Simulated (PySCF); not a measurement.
# CH2GdO (Gd(H2CO)3+): the cost of one run

The runs use PySCF 2.14.0; PBE0, Gd lcecp-1-SVP with ECP53, O def2-SVP, C def2-SVP, H def2-SVP; scalar-relativistic core potentials, no spin–orbit coupling.

1 further run of the same task is left out (for a known fault of the program).

## Step 1: The system as given

5 atoms, charge 3, spin multiplicity 1.

Bond lengths: Gd1–O2 2.473 Å, O2–C3 1.220 Å, C3–H4 1.105 Å, C3–H5 1.105 Å. Angles: Gd1–O2–C3 180.0°, O2–C3–H4 121.7°, O2–C3–H5 121.7°, H4–C3–H5 116.6°.

Geometry (Å):

```
Gd    0.0000    0.0000    0.0000
O     0.0000    0.0000    2.4725
C     0.0000    0.0000    3.6925
H     0.9400    0.0000    4.2725
H    -0.9400    0.0000    4.2725
```

Formal oxidation states: Gd +3. Each metal's 7 4f electrons lie in its core potential, so multiplicities, spins and levels count the valence alone.

## Step 2: SCF at the start, singlet

The input, run.py (the lines that set the calculation):

```python
mol = gto.M(atom='''
Gd     0.00000     0.00000     0.00000
O      0.00000     0.00000     2.47250
C      0.00000     0.00000     3.69250
H      0.94000     0.00000     4.27250
H     -0.94000     0.00000     4.27250''',
    basis={'Gd': 'lcecp-1-SVP', 'O': 'def2-SVP', 'C': 'def2-SVP', 'H': 'def2-SVP'},
    ecp={'Gd': 'lcecp-1-SVP'},
    charge=3, spin=0)
mf = dft.RKS(mol, xc='PBE0')
mf.grids.atom_grid = (50, 194)  # f atoms: unpruned, at least (60, 302)
mf = mf.density_fit()  # fitting sets: Gd AutoAux, O def2-universal-JKFIT, C def2-universal-JKFIT, H def2-universal-JKFIT
mf.conv_tol = 1e-08; mf.max_cycle = 55
mf.kernel(dm0)  # dm0: free metal ions and neutral atoms
```

Launch:

```sh
OMP_NUM_THREADS=2 python run.py
```

What time and memory should one allow on 2 threads of Intel Xeon at 2.50GHz (Skylake/Cascade Lake), shared host?

About 28 s, with a peak of 0.38 GiB.
